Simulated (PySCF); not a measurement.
# [IrF3]+: structure of the quartet

Where does quartet [IrF3]+ go from a B3LYP minimum start, is the end point a minimum, and what are its modes, charges and moments?

The runs use PySCF 2.14.0; B3LYP, basis Ir def2-SVP with ECP60, F def2-SVP, scalar-relativistic core potentials, no spin–orbit coupling, density fitting.

### Step 1. The system as given

4 atoms, charge 1, spin multiplicity 4.

Bond lengths: Ir1–F2 1.823 Å, Ir1–F3 1.823 Å, Ir1–F4 1.805 Å. Angles: F2–Ir1–F3 159.5°, F2–Ir1–F4 100.3°, F3–Ir1–F4 100.3°.

```xyz
4
charge 1 multiplicity 4
Ir    0.0428    0.0767    0.0000
F     1.7678   -0.5142    0.0000
F    -1.3656    1.2348    0.0000
F    -0.8369   -1.4994    0.0000
```

### Step 2. First SCF at the start

One driver script runs all steps and calls PySCF; scf.py shows how it sets up the SCF of each step. The optimiser is the driver's own. After this first run the driver tries any further starts and a stability analysis.

The input, scf.py:

```python
from pyscf import gto, scf, dft
mol = gto.M(atom='''
Ir     0.042787     0.076654     0.000000
F      1.767820    -0.514190     0.000000
F     -1.365577     1.234820    -0.000000
F     -0.836921    -1.499367    -0.000000''',
    basis={'Ir': 'def2-SVP', 'F': 'def2-SVP'},
    ecp={'Ir': 'def2-SVP'},
    charge=1, spin=3)
mf = dft.UKS(mol, xc='B3LYP')
mf.grids.atom_grid = (50, 194)
aux = {'Ir': 'def2-universal-JKFIT', 'F': 'def2-universal-JKFIT'}
mf = mf.density_fit(auxbasis=aux)
mf.conv_tol = 1e-08
mf.diis_space = 10
mf.max_cycle = 60
mf.init_guess = 'minao'
mf.verbose = 4
mf.kernel()
```

On the command line:

```sh
$ OMP_NUM_THREADS=2 python axn.py task.json out
```

Output:

```text
init E= -391.866859193228
[... the frontier-level lines of each cycle are left out ...]
cycle= 1 E= -403.125891452908  delta_E= -11.3  |g|= 0.534  |ddm|=  5.8
cycle= 2 E= -401.80024448428  delta_E= 1.33  |g|= 1.91  |ddm|= 1.93
cycle= 3 E= -403.1740668908  delta_E= -1.37  |g|= 0.357  |ddm|= 1.77
cycle= 4 E= -403.216823950563  delta_E= -0.0428  |g|= 0.14  |ddm|= 0.321
cycle= 5 E= -403.222351273522  delta_E= -0.00553  |g|= 0.0655  |ddm|= 0.149
cycle= 6 E= -403.224213701306  delta_E= -0.00186  |g|= 0.00826  |ddm|= 0.0635
cycle= 7 E= -403.22425354173  delta_E= -3.98e-05  |g|= 0.00208  |ddm|= 0.011
cycle= 8 E= -403.224257825841  delta_E= -4.28e-06  |g|= 0.00124  |ddm|= 0.00456
cycle= 9 E= -403.224258394155  delta_E= -5.68e-07  |g|= 0.00157  |ddm|= 0.00284
cycle= 10 E= -403.224259491969  delta_E= -1.1e-06  |g|= 0.000343  |ddm|= 0.00158
cycle= 11 E= -403.224259630884  delta_E= -1.39e-07  |g|= 6.26e-05  |ddm|= 0.00101
cycle= 12 E= -403.224259637933  delta_E= -7.05e-09  |g|= 1.51e-05  |ddm|= 0.000211
Extra cycle  E= -403.224259638189  delta_E= -2.56e-10  |g|= 1.81e-05  |ddm|= 4.23e-05
converged SCF energy = -403.224259638189  <S^2> = 3.7566785  2S+1 = 4.0033379
```

This step, with its further starts and checks, needed 18 s of wall time on 2 threads of Arm Neoverse N1, shared host.

Energies from each starting density:

```csv
start,energy (Eh)
the minimal-basis guess,-403.224260
a thermally smeared density,-403.230053
a smeared PBE density,-403.230053
```

The first run landed in a state that is too high. Following the other starts and the instabilities gains 15.2 kJ/mol (-403.23005 Eh), and the work goes on from there.

### Step 3. B3LYP minimum start, quartet: relaxation

The program finds C2v symmetry in the start, which this walk keeps. The walk stops when the largest gradient is under 0.0003 Eh/bohr and the energy has settled too.

scf.py: that of step 2 with these lines changed.

```diff
@@ -3,4 +3,4 @@
-Ir     0.042787     0.076654     0.000000
-F      1.767820    -0.514190     0.000000
-F     -1.365577     1.234820    -0.000000
-F     -0.836921    -1.499367    -0.000000''',
+Ir     0.042795     0.076668     0.000000
+F      1.767828    -0.514176     0.000000
+F     -1.365569     1.234833     0.000000
+F     -0.836914    -1.499353     0.000000''',
@@ -17 +16,0 @@
-mf.init_guess = 'minao'
```

The optimiser's trace:

```csv
step,energy (Eh),change (kJ/mol),largest symmetric gradient (Eh/bohr)
0,-403.230053,0.00,0.00033
1,-403.230054,0.00,0.00008
```

The walk took 5.4 s.

Positions (Å) and forces (eV/Å) along the way:

```
step 0
Ir   0.043   0.077   0.000  -0.021  -0.010   0.000
F    1.768  -0.514   0.000   0.011  -0.003   0.000
F   -1.366   1.235   0.000  -0.003   0.006   0.000
F   -0.837  -1.499   0.000   0.013   0.007   0.000
step 1
Ir   0.043   0.076   0.000  -0.013   0.010   0.000
F    1.768  -0.514   0.000   0.000   0.000   0.000
F   -1.366   1.235   0.000   0.008  -0.004   0.000
F   -0.837  -1.499   0.000   0.005  -0.006   0.000
```

It settles in C2v symmetry, 0.0 kJ/mol below the start, after 1 steps: Ir–F 1.804 Å, Ir–F 1.824 Å (×2); F–Ir–F 100.3° (×2), F–Ir–F 159.4°.

### Step 4. Vibrations and properties at this point

On the finer grid the gradient is checked again; gradients at displacements of ±0.02 bohr then give force constants and infrared intensities.

scf.py: that of step 3 with these lines changed.

```diff
@@ -3,4 +3,4 @@
-Ir     0.042795     0.076668     0.000000
-F      1.767828    -0.514176     0.000000
-F     -1.365569     1.234833     0.000000
-F     -0.836914    -1.499353     0.000000''',
+Ir     0.042813     0.076700     0.000000
+F      1.767995    -0.513726     0.000000
+F     -1.365274     1.235212     0.000000
+F     -0.836889    -1.499310     0.000000''',
@@ -11 +11 @@
-mf.grids.atom_grid = (50, 194)
+mf.grids.atom_grid = (75, 302)
@@ -14 +14 @@
-mf.conv_tol = 1e-08
+mf.conv_tol = 1e-10
```

The driver hands on the density of the step before, so the log starts near convergence.

Log of the central SCF (cycles and frontier levels):

```text
init E= -403.230036472157
[... the frontier-level lines of each cycle are left out ...]
cycle= 1 E= -403.230036469594  delta_E= 2.56e-09  |g|= 8.66e-05  |ddm|= 7.47e-05
cycle= 2 E= -403.230036442763  delta_E= 2.68e-08  |g|= 0.00028  |ddm|= 0.000241
cycle= 3 E= -403.230036472428  delta_E= -2.97e-08  |g|= 2.06e-06  |ddm|= 0.000184
cycle= 4 E= -403.230036472431  delta_E= -2.61e-12  |g|= 6.18e-07  |ddm|= 1.85e-06
Extra cycle  E= -403.23003647243  delta_E= 1.36e-12  |g|= 1.46e-06  |ddm|= 1.28e-06
converged SCF energy = -403.23003647243  <S^2> = 3.7587297  2S+1 = 4.0043625
```

The whole step took 77 s.

Geometry: C2v; Ir–F 1.805 Å, Ir–F 1.823 Å (×2); F–Ir–F 100.3° (×2), F–Ir–F 159.4°.

Harmonic modes (main isotopes):

```
symmetry  ω (cm⁻¹)  IR (km/mol)     type
      b2       132          1.6     bend
      b1       158          5.9     bend
      a1       170          7.5     bend
      a1       723         24.2  stretch
      a1       744          0.2  stretch
      b2       762         88.6  stretch
```

No imaginary mode, so this is a minimum.

Constants and moments:

```yaml
Dipole_moment_about_the_centre_of_mass: 1.26 D
Highest_occupied_level: -16.67 eV
Lowest_empty_level: -13.85 eV
Rotational_constants: 0.2635, 0.1378, 0.09049 cm⁻¹
Zero-point_energy: 16.1 kJ/mol
Principal_polarisabilities: 18.0, 27.8, 40.1 bohr³
Principal_traceless_quadrupole_moments_about_the_centre_of_mass: -3.61, 0.41, 3.20 D Å
Entropy_at_298.15_K_and_1_bar_electronic_part_spin_only: 327.4 J/(mol K)
Heat_capacity_Cp_at_298.15_K: 66.5 J/(mol K)
Enthalpy_at_298.15_K_above_0_K: 15.70 kJ/mol
Rotational_symmetry_number: 2
Spin_squared_⟨S²⟩: 3.759
```

Populations by atom (charges in e):

```
atom  Mulliken  Löwdin  polar tensor  spin (Mulliken)  Mayer order to Ir1
 Ir1      1.48    0.92          1.94             2.12                   –
F2,3     -0.18    0.00         -0.35             0.31                1.14
  F4     -0.11    0.07         -0.24             0.26                1.27
```

Mulliken populations on Ir1 (outside its core potential): s 2.56, p 6.25, d 6.63, f 0.08.

### Step 5. Results

| quantity | value |
| --- | --- |
| minimum | quartet, C2v |
| geometry | Ir–F 1.805 Å, Ir–F 1.823 Å (×2); F–Ir–F 100.3° (×2), F–Ir–F 159.4° |
| wavenumbers (cm⁻¹) | 132 (b2), 158 (b1), 170 (a1), 723 (a1), 744 (a1), 762 (b2) |
| dipole moment (centre of mass) | 1.26 D |
| highest occupied, lowest empty level (either spin) | -16.67, -13.85 eV |
| polar-tensor charge of Ir1 | +1.94 e |
| zero-point energy | 16.1 kJ/mol |
| entropy at 298.15 K | 327.4 J/(mol K) |
| ⟨S²⟩ | 3.759 |

The molecule stays C2v, as typed, and the end point is a minimum. The strongest infrared band lies at 762 cm⁻¹ (b2, stretch). Most of the spin sits on Ir1 (Mulliken spin 2.12, against 3 for the whole molecule). The first SCF alone would have been 15 kJ/mol too high. Other starts or spin states, not run here, may lie lower. One determinant may miss the lowest occupation of an open d or f shell. Spin–orbit coupling, left out here, can matter for elements this heavy.

The search up to here took 1.7 min.
